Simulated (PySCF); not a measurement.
# C18H24: the cost of one run

Computed with PySCF 2.14.0 and routines of our own; the level stands in each step. Atoms count from 0.

## (1) The system as given

42 atoms, charge 0, multiplicity 1; geometry from: GFN2-xTB.

## (2) Core binding energies: delta-SCF UKS SCAN, pcX-2 on the ionised atom, pcseg-1

Job settings and geometry (Å):

```
{"job": {"kind": "xps", "atoms": [1, 2]}, "charge": 0, "multiplicity": 1}
C     -1.232463     0.711648    -2.382453
C      0.000035    -1.422554    -2.382572
C     -0.000014     1.423437     2.382718
C      0.000170     1.426757    -0.283022
C     -0.000076     1.429158    -1.834036
C     -1.237358     0.714957     1.834379
C     -1.235530     0.713878     0.283529
C     -1.232080    -0.710859     2.382946
C     -1.235649    -0.712820    -0.282784
C      0.000027    -1.428406     1.834172
C     -1.237489    -0.714250    -1.833793
C     -0.000118    -1.426252     0.283273
C      1.232096     0.711649    -2.382578
C      1.237358     0.714865     1.834256
C      1.235570     0.713409     0.283386
C      1.232165    -0.710938     2.382862
C      1.235340    -0.713060    -0.283121
C      1.237328    -0.714080    -1.833898
H     -1.183510     0.683452    -3.473668
H     -2.148090     1.240423    -2.116562
H     -0.000396    -1.365802    -3.473759
H     -0.000336    -2.479893    -2.117053
H      0.000178     1.366979     3.473782
H      0.000218     2.480605     2.116783
H     -0.000070     2.467851     0.049316
H     -0.000393     2.464063    -2.194069
H     -2.133363     1.232555     2.194054
H     -2.137256     1.234219    -0.049325
H     -1.183069    -0.682366     3.474082
H     -2.147867    -1.239295     2.117478
H     -2.137219    -1.233539     0.049740
H     -0.000341    -2.463149     2.194277
H     -2.133777    -1.231534    -2.193754
H     -0.000143    -2.467440    -0.049058
H      1.182962     0.683400    -3.473638
H      2.147619     1.240358    -2.116955
H      2.133713     1.232018     2.193913
H      2.136921     1.234223    -0.049403
H      1.183009    -0.682797     3.473985
H      2.147722    -1.239792     2.117354
H      2.136800    -1.233493     0.049618
H      2.133205    -1.231667    -2.193781
```

Method: delta-SCF UKS SCAN, pcX-2 on the ionised atom, pcseg-1 elsewhere, spin-free X2C (atomic blocks).

Run with:

```
$ OMP_NUM_THREADS=1 python large_run.py task.json out
```

The driver reads the jobs from task.json and runs them one after another.

Q: Estimate the wall time and peak memory of this job on 1 thread of Arm Neoverse N1, shared host.

About 4.4 min, with a peak of 0.72 GiB.
